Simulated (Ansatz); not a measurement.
What does this script print? It uses Ansatz's Python interface.

`edit.py`:
```python
"""Keys set on an Input object, for K."""

import warnings

import ansatz as az

warnings.simplefilter("ignore", az.DeckWarning)

lattice = az.Lattice.of(
    (3.701, -5.524, 0.0),
    (3.701, 5.524, 0.0),
    (0.0, 0.0, 8.367),
)
sites = [
    ("K", (0.5, 0.0, 0.25)),
    ("K", (0.0, 0.5, 0.75)),
    ("K", (0.0, 0.5, 0.25)),
    ("K", (0.5, 0.0, 0.75)),
    ("K", (0.0, 0.0, 0.0)),
]
xtal = az.Crystal(lattice=lattice)
for symbol, position in sites:
    xtal = xtal.atom(symbol, position)

setup = (
    xtal.calculation()
    .basis(530, xc_grid=1)
    .occupations("fermi_dirac", width=0.01)
    .kpoints(mesh=(4, 4, 3), shift=0.5)
    .accuracy("low")
    .functional("lda")
    .mixing("msr1", ndim=12, beta=0.6)
    .band_table()
)
typed = setup.input()
rows = []
for value in [2, 5, 10]:
    edited = typed.set(az.key.scf.mixing.ndim, value)
    summary = az.Session.from_dict(edited).plan().execute().report
    rows.append((value, summary["free_energy_ev"], summary["n_iterations"], len(summary["eigenvalues_ev"][0]) if "eigenvalues_ev" in summary else 0))
print("       history            F eV      iterations    bands listed")
for row in rows:
    print(f"{str(row[0]):>14s}  {row[1]:14.5f}  {row[2]:14d}  {row[3]:14d}")
print(edited.to_yaml())
```

```console
$ python edit.py
       history            F eV      iterations    bands listed
             2     -7480.11274               9              28
             5     -7480.11274               7              28
            10     -7480.11274               7              28
crystal:
  lattice:
    - [3.701, -5.524, 0.0]
    - [3.701, 5.524, 0.0]
    - [0.0, 0.0, 8.367]
  atoms:
    - { symbol: K, position: [0.5, 0.0, 0.25] }
    - { symbol: K, position: [0.0, 0.5, 0.75] }
    - { symbol: K, position: [0.0, 0.5, 0.25] }
    - { symbol: K, position: [0.5, 0.0, 0.75] }
    - { symbol: K, position: [0.0, 0.0, 0.0] }
accuracy: low
basis:
  ecutwfc: 530.0
  xc_grid: 1
kpoints:
  mp_grid:
    grid: [4, 4, 3]
    shift: [0.5, 0.5, 0.5]
hamiltonian:
  xc: lda
scf:
  mixing:
    algorithm: msr1
    beta: 0.6
    ndim: 10
  occupations:
    method: fermi_dirac
    width: 0.01
output:
  eigenvalues: true
```

What to keep in mind:
- These settings explore the input space; cutoff and mesh may be short of convergence.
- For a metal this k-point mesh is coarse: on a finer one energies can move by several to tens of meV an atom and pressures by half a GPa or more, differences at one mesh by less.
- Of the deposited cell: the entry's cell lengths or inner coordinates differ somewhat from later room-temperature determinations.
- This isn't the structure that K takes at ambient conditions.
- It ran for 24 s on 1 thread of Arm Neoverse V1 (shared host), peak memory 0.53 GiB.
